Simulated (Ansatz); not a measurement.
# Ti2Co: the cost of one run

Computed with Ansatz 0.2.0 (DFT LDA, scalar-relativistic, plane waves, PAW, unless a step's input says otherwise).

3 further runs of the same task are left out: 3 set aside as unsound or not needed.

### Step 1. The starting structure

Symmetry: Fd-3m, No. 227, cubic system. Conventional cell: a = 6.869 Å, b = 6.869 Å, c = 6.869 Å, α = 90.00°, β = 90.00°, γ = 90.00°. Around Ti (site symmetry -3m) lie 6 Ti at 2.43 Å and 6 Co at 2.85 Å. Around Co (site symmetry -43m) lie 12 Ti at 2.85 Å and 4 Co at 2.97 Å.

Coordinates:

```cif
data_structure
_symmetry_space_group_name_H-M 'P 1'
_symmetry_Int_Tables_number 1
_cell_length_a 4.8568
_cell_length_b 4.8568
_cell_length_c 4.8568
_cell_angle_alpha 60.000
_cell_angle_beta 60.000
_cell_angle_gamma 60.000
_cell_volume 81.01
loop_
_atom_site_label
_atom_site_type_symbol
_atom_site_fract_x
_atom_site_fract_y
_atom_site_fract_z
_atom_site_occupancy
Ti1 Ti 0.12500 0.12500 0.12500 1
Ti2 Ti 0.62500 0.12500 0.12500 1
Ti3 Ti 0.12500 0.12500 0.62500 1
Ti4 Ti 0.12500 0.62500 0.12500 1
Co1 Co 0.50000 0.50000 0.50000 1
Co2 Co 0.75000 0.75000 0.75000 1
```

It is the result of an earlier relaxation at this level (volume 13.50 Å³/atom; gap on the mesh: none (metal), site moments up to 0.5 μB).

### Step 2. Dielectric function

input.yaml reads:

```yaml
crystal:
  lattice:
    - [0.0, 3.4342545327, 3.4342545327]
    - [3.4342545327, 0.0, 3.4342545327]
    - [3.4342545327, 3.4342545327, 0.0]
  atoms:
    - { symbol: Ti, position: [0.125, 0.125, 0.125] }
    - { symbol: Ti, position: [0.625, 0.125, 0.125] }
    - { symbol: Ti, position: [0.125, 0.125, 0.625] }
    - { symbol: Ti, position: [0.125, 0.625, 0.125] }
    - { symbol: Co, position: [0.5, 0.5, 0.5], spin: 0.58 }
    - { symbol: Co, position: [0.75, 0.75, 0.75], spin: 0.58 }
basis:
  ecutwfc: 420
kpoints:
  mp_grid: { grid: [10, 10, 10] }
hamiltonian:
  xc: lda
scf:
  occupations: { method: gaussian, width: 0.2 }
  n_extra_bands: 24
output:
  eigenvalues: true
  populations: true
  optics: { e_range: [0, 14], sigma: 0.1, nscf_kmesh: { grid: [14, 14, 14] } }
magnetization:
  spin_polarized: true
checkpoint:
  read: start.run
  write: ck
  compress: false
  write_wavefunctions: false
  write_every: 100000
```

Launch:

```sh
> ansatz run input.yaml --threads 2 --pin off --max-ram 6144MiB --backend cpu --events-out ev --progress --plain --runs-dir out
```

**Question.** How long does this run take on 2 threads of Arm Neoverse V2, shared host, and how much memory does it need?

About 5.3 min, with a peak of 4.1 GiB.
